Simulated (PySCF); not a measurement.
# TcOF2: relaxation and vibrations of the quartet

The task is one start of a wider search on TcOF2: the quartet, from a PBE0 minimum start. It is relaxed, tested by its Hessian and followed downhill if it is a saddle.

Program: PySCF 2.14.0. Level of theory: PBE0, basis Tc def2-TZVP with ECP28, O def2-TZVP, F def2-TZVP, scalar-relativistic core potentials, no spin–orbit coupling, density fitting. These are calculated values, not measurements.

## (1) Where the work starts

4 atoms, charge 0, spin multiplicity 4.

Bond lengths: Tc1–O2 1.666 Å, Tc1–F3 1.846 Å, Tc1–F4 1.846 Å. Angles: O2–Tc1–F3 115.3°, O2–Tc1–F4 115.3°, F3–Tc1–F4 129.3°.

```xyz
4
charge 0 multiplicity 4
Tc    0.0221    0.0000    0.0000
O     1.6880    0.0000    0.0000
F    -0.7680   -1.6686    0.0000
F    -0.7680    1.6686    0.0000
```

## (2) The SCF at the typed geometry

One driver script runs all steps and calls PySCF; scf.py shows how it sets up the SCF of each step. The optimiser is the driver's own. After this first run the driver tries any further starts and a stability analysis.

scf.py

```python
from pyscf import gto, scf, dft
mol = gto.M(atom='''
Tc     0.022050    -0.000000     0.000000
O      1.688010     0.000000    -0.000000
F     -0.767980    -1.668630    -0.000000
F     -0.767980     1.668630    -0.000000''',
    basis={'Tc': 'def2-TZVP', 'O': 'def2-TZVP', 'F': 'def2-TZVP'},
    ecp={'Tc': 'def2-TZVP'},
    charge=0, spin=3)
mf = dft.UKS(mol, xc='PBE0')
mf.grids.atom_grid = (50, 194)
aux = {'Tc': 'def2-universal-JKFIT', 'O': 'def2-universal-JKFIT', 'F': 'def2-universal-JKFIT'}
mf = mf.density_fit(auxbasis=aux)
mf.conv_tol = 1e-08
mf.diis_space = 10
mf.max_cycle = 60
mf.init_guess = 'minao'
mf.verbose = 4
mf.kernel()
```

Started as:

```
> OMP_NUM_THREADS=4 python axn.py task.json out
```

Further steps of the session: Relaxation: PBE0 minimum start, quartet; Frequencies.

Before running it: what results should come out? Wanted: minimum; geometry; wavenumbers; dipole moment; highest occupied, lowest empty level; polar-tensor charge of Tc1; zero-point energy; atomisation energy; ⟨S²⟩.

**Answer**, as computed:

| quantity | value |
| --- | --- |
| minimum | quartet, C2v |
| geometry | Tc–F 1.846 Å (×2), Tc–O 1.666 Å; F–Tc–F 129.3°, F–Tc–O 115.3° (×2) |
| wavenumbers (cm⁻¹) | 160 (b1), 174 (a1), 256 (b2), 663 (a1), 715 (b2), 1050 (a1) |
| dipole moment | 0.73 D |
| highest occupied, lowest empty level (either spin) | -7.43, -3.89 eV |
| polar-tensor charge of Tc1 | +1.93 e |
| zero-point energy | 18.1 kJ/mol |
| entropy at 298.15 K | 315.0 J/(mol K) |
| atomisation energy (no zero-point energy) | 1470 kJ/mol |
| ⟨S²⟩ | 3.764 |

What this shows: The PBE0 minimum start keeps its C2v symmetry and ends in a minimum. In the infrared the band at 715 cm⁻¹ (b2, stretch) leads. Most of the spin sits on Tc1 (Mulliken spin 2.68, against 3 for the whole molecule). Other starts or spin states, not run here, may lie lower. One determinant may miss the lowest occupation of an open d or f shell.
